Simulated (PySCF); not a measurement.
**HBr (SMILES Br) at PBE/ma-def2-SVP**

Aim: the vertical ionisation energy of HBr at PBE/ma-def2-SVP, from 2 runs. 

The results are computed with PySCF 2.14.0.

### Step 1. Starting point

HBr has 2 atoms, charge 0, and is taken as a singlet. SMILES: `Br`. The shape is that of a GFN2-xTB optimisation.

Bond lengths: Br1–H2 1.401 Å.

### Step 2. The energy at PBE/ma-def2-SVP

Input file start.xyz:

```xyz
2

Br    -0.594900     0.214950    -0.300840
H      0.594900    -0.214950     0.300840
```

Input file run.py:

```python
from pyscf import gto, dft

mol = gto.M(
    atom='start.xyz',
    basis='ma-def2-svp',
    max_memory=1860,
    spin=0,
    charge=0,
    verbose=3,
)

mf = dft.RKS(mol, xc='pbe')
mf.conv_tol = 1e-10
mf.grids.level = 4
mf.kernel()
if not mf.converged:
    mf = mf.newton().run(mf.mo_coeff, mf.mo_occ)

e_final = mf.e_tot
print('E(%s) = %.9f' % ('PBE', e_final))
```

Run with:

```
OMP_NUM_THREADS=1 python run.py
```

Log:

```text
converged SCF energy = -2574.0506004378
E(PBE) = -2574.050600438
```

Run time: 1.5 s. Hardware: 1 thread of Intel Xeon Platinum 8375C at 2.90GHz (Ice Lake), shared host; peak memory 0.18 GiB.

### Step 3. The doublet cation at the same level

Input file job.py:

```python
from pyscf import gto, dft

mol = gto.M(
    atom='''
Br  -0.594900   0.214950  -0.300840
H    0.594900  -0.214950   0.300840
''',
    charge=1,
    basis='ma-def2-svp',
    spin=1,
    verbose=4,
    max_memory=1860,
)

calc0 = dft.UKS(mol)
calc0.xc = 'pbe'
calc0.grids.level = 4
calc0.conv_tol = 1e-10
calc0.kernel()
if not calc0.converged:
    calc0 = calc0.newton().run(calc0.mo_coeff, calc0.mo_occ)

energy = calc0.e_tot
print('E(%s) = %.9f' % ('PBE', energy))
```

Run with:

```
OMP_NUM_THREADS=1 python job.py
```

Log:

```text
PySCF version 2.14.0

[INPUT] num. atoms = 2
[INPUT] num. electrons = 35
[INPUT] charge = 1
[INPUT] spin (= nelec alpha-beta = 2S) = 1
[INPUT] symmetry False subgroup None
[INPUT] Mole.unit = angstrom
[INPUT] Symbol           X                Y                Z      unit          X                Y                Z       unit  Magmom
[INPUT]  1 Br    -0.594900000000   0.214950000000  -0.300840000000 AA   -1.124198071504   0.406196630475  -0.568505207314 Bohr   0.0
[INPUT]  2 H      0.594900000000  -0.214950000000   0.300840000000 AA    1.124198071504  -0.406196630475   0.568505207314 Bohr   0.0

nuclear repulsion = 13.2211464727622
number of shells = 16
number of NR pGTOs = 82
number of NR cGTOs = 38
basis = ma-def2-svp
ecp = {}

[... 36 lines left out ...]
WARN: beta  nocc = 17  HOMO -0.303112694210019 >= LUMO -0.303112667135974
[... 4 lines left out ...]
WARN: beta  nocc = 17  HOMO -0.657392630736976 >= LUMO -0.656735578498461
[... 1 line left out ...]
WARN: HOMO -0.657392630736976 >= LUMO -0.656735578498461
[... 8 lines left out ...]
WARN: beta  nocc = 17  HOMO -0.596559170834896 >= LUMO -0.596061208832471
[... 1 line left out ...]
WARN: HOMO -0.596559170834896 >= LUMO -0.596061208832471
[... 30 lines left out ...]
converged SCF energy = -2573.61754741102  <S^2> = 0.75180814  2S+1 = 2.0018073
E(PBE) = -2573.617547411
```

It took 2.3 s on 1 thread of Intel Xeon Platinum 8375C at 2.90GHz (Ice Lake), shared host; peak memory 0.19 GiB.

### Step 4. Outcome

Level: PBE/ma-def2-SVP.

| quantity | value |
| --- | --- |
| singlet HBr: total energy | -2574.05060 Eh |
| singlet HBr: dipole moment | 1.08 D |
| singlet HBr: HOMO energy | -7.46 eV |
| singlet HBr: LUMO energy | -1.16 eV |
| singlet HBr: HOMO–LUMO gap | 6.30 eV |
| doublet cation: total energy | -2573.61755 Eh |
| doublet cation: HOMO energy (highest over α and β) | -16.23 eV |
| doublet cation: LUMO energy (lowest over α and β) | -16.12 eV |
| doublet cation: ⟨S²⟩ | 0.752 |
| vertical ionisation energy (to the doublet cation) | 11.784 eV |

**Reading.** The vertical ionisation energy comes to 11.78 eV (1137 kJ/mol). −ε(HOMO) before ionisation, 7.46 eV, is 4.32 eV below this ionisation energy.
